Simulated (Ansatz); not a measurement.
Which YAML input does this script hand to the engine? (the Python package of Ansatz (0.2.0))

`fatbands.py`:
```python
from pathlib import Path
import sys
import warnings

import ansatz as az
import numpy as np
import pandas as pd

TOLERANCE = 1e-07
ECUT = 420
XC = 'LDA'
SIGMA = 0.1
MESH = (14, 14, 14)

warnings.simplefilter('ignore', az.DeckWarning)

vectors = np.array([
    [1.37921, 0.79629, 4.49525],
    [-1.37921, 0.79629, 4.49525],
    [0.0, -1.59258, 4.49525],
])
structure = (
    az.Lattice.of(vectors)
    .atom('Pd', (0.0, 0.0, 0.0))
    .atom('Rh', (0.5, 0.5, 0.5))
)

points = {'H_0': (0.5, -0.18759, 0.18759), 'L': (0.5, 0.0, 0.0), 'G': (0.0, 0.0, 0.0), 'S_0': (0.34379, -0.34379, 0.0)}
model = (
    structure.calculation()
    .scf(tolerance=TOLERANCE)
    .basis(ECUT)
    .functional(XC)
    .occupations(az.OccupationsMethod.METHFESSEL_PAXTON, width=SIGMA)
    .kpoints(*MESH, center='gamma')
    .band_structure(list(points.values()), intervals=1)
    .fat_bands()
)
try:
    result = model.run(threads=1, backend='cpu')
except az.NonConvergedError as error:
    sys.exit(f'no convergence: {error}')
except az.RefusalError as error:
    sys.exit(f'input refused: {error}')
r = result.report
file = Path(result.write_results('results')) / 'fatbands.tsv'
names = file.read_text().splitlines()[0].lstrip('# ').split('\t')
table = pd.read_csv(file, sep='\t', comment='#', names=names)
near = table[table.e_minus_ef.abs() < 4]
for ik, label in enumerate(points):
    print(label)
    for _, row in near[near.ik == ik].iterrows():
        main = row[names[4:]].astype(float).nlargest(2)
        print(f'   band {int(row.band):3d} {row.e_minus_ef:7.3f} eV  ' + ', '.join(f'{k} {v:.2f}' for k, v in main.items()))
```

```console
$ python fatbands.py
H_0
   band  10  -3.879 eV  pd0_l2_4D 0.66, rh1_l2_4D 0.32
   band  11  -3.872 eV  pd0_l2_4D 0.51, rh1_l2_4D 0.47
   band  12  -2.877 eV  pd0_l2_4D 0.95, rh1_l2_4D 0.02
   band  13  -2.457 eV  rh1_l2_4D 0.94, pd0_l2_4D 0.01
   band  14  -1.459 eV  rh1_l2_4D 0.51, pd0_l2_4D 0.49
   band  15  -1.316 eV  rh1_l2_4D 0.66, pd0_l2_4D 0.34
   band  16  -0.194 eV  pd0_l2_4D 0.61, rh1_l2_4D 0.38
   band  17   0.176 eV  rh1_l2_4D 0.74, pd0_l2_4D 0.26
L
   band  11  -3.791 eV  rh1_l2_4D 0.97, rh1_l0_5S 0.01
   band  12  -2.677 eV  pd0_l2_4D 0.93, rh1_l1_4P 0.00
   band  13  -2.162 eV  rh1_l2_4D 0.86, rh1_l0_5S 0.12
   band  14  -1.939 eV  pd0_l2_4D 1.00, rh1_l1_4P 0.00
   band  15  -1.171 eV  rh1_l2_4D 1.00, pd0_l1_4P 0.00
   band  16  -0.167 eV  pd0_l2_4D 1.00, rh1_l1_4P 0.00
   band  17   0.723 eV  rh1_l2_4D 1.00, pd0_l1_4P 0.00
   band  18   3.486 eV  pd0_l2_4D 0.07, pd0_l0_4S 0.00
G
   band  10  -3.044 eV  pd0_l2_4D 0.88, rh1_l2_4D 0.12
   band  11  -3.044 eV  pd0_l2_4D 0.88, rh1_l2_4D 0.12
   band  12  -2.861 eV  rh1_l2_4D 0.56, pd0_l2_4D 0.44
   band  13  -2.806 eV  rh1_l2_4D 0.70, pd0_l2_4D 0.30
   band  14  -2.806 eV  rh1_l2_4D 0.70, pd0_l2_4D 0.30
   band  15  -1.155 eV  pd0_l2_4D 0.53, rh1_l2_4D 0.47
   band  16  -1.155 eV  pd0_l2_4D 0.53, rh1_l2_4D 0.47
   band  17   0.277 eV  rh1_l2_4D 0.71, pd0_l2_4D 0.29
   band  18   0.277 eV  rh1_l2_4D 0.71, pd0_l2_4D 0.29
   band  19   0.805 eV  rh1_l1_4P 0.00, pd0_l1_4P 0.00
S_0
   band  11  -3.876 eV  pd0_l2_4D 0.58, rh1_l2_4D 0.39
   band  12  -3.007 eV  pd0_l2_4D 0.83, rh1_l2_4D 0.14
   band  13  -2.469 eV  rh1_l2_4D 0.82, pd0_l2_4D 0.14
   band  14  -1.525 eV  rh1_l2_4D 0.58, pd0_l2_4D 0.41
   band  15  -1.162 eV  rh1_l2_4D 0.58, pd0_l2_4D 0.41
   band  16  -0.317 eV  pd0_l2_4D 0.56, rh1_l2_4D 0.43
   band  17   0.133 eV  rh1_l2_4D 0.69, pd0_l2_4D 0.31
```

`input.yaml`:
```yaml
crystal:
  lattice:
    - [1.37921, 0.79629, 4.49525]
    - [-1.37921, 0.79629, 4.49525]
    - [0.0, -1.59258, 4.49525]
  atoms:
    - { symbol: Pd, position: [0.0, 0.0, 0.0] }
    - { symbol: Rh, position: [0.5, 0.5, 0.5] }
basis:
  ecutwfc: 420.0
kpoints:
  mp_grid:
    grid: [14, 14, 14]
    shift: [0.0, 0.0, 0.0]
  band_path:
    path:
      - [0.5, -0.18759, 0.18759]
      - [0.5, 0.0, 0.0]
      - [0.0, 0.0, 0.0]
      - [0.34379, -0.34379, 0.0]
    npoints: 1
hamiltonian:
  xc: lda
scf:
  convergence:
    dr2_threshold: 1.0e-07
  occupations:
    method: methfessel_paxton
    width: 0.1
output:
  fatbands: true
```

Notes:
- This cell is a computed structure, which may not be the phase found in nature.
- Gaps and levels are Kohn-Sham values on a finite set of k-points, without spin-orbit coupling.
- Energies are less the Fermi level and bands count from 0. Only the largest channels are printed, equivalent atoms hold more, and in degenerate sets the split between sites is arbitrary; shells that the potentials lack have no channel.
- Run time: 9.4 s on 1 thread of Arm Neoverse V1, on a shared host, peak memory 0.51 GiB.
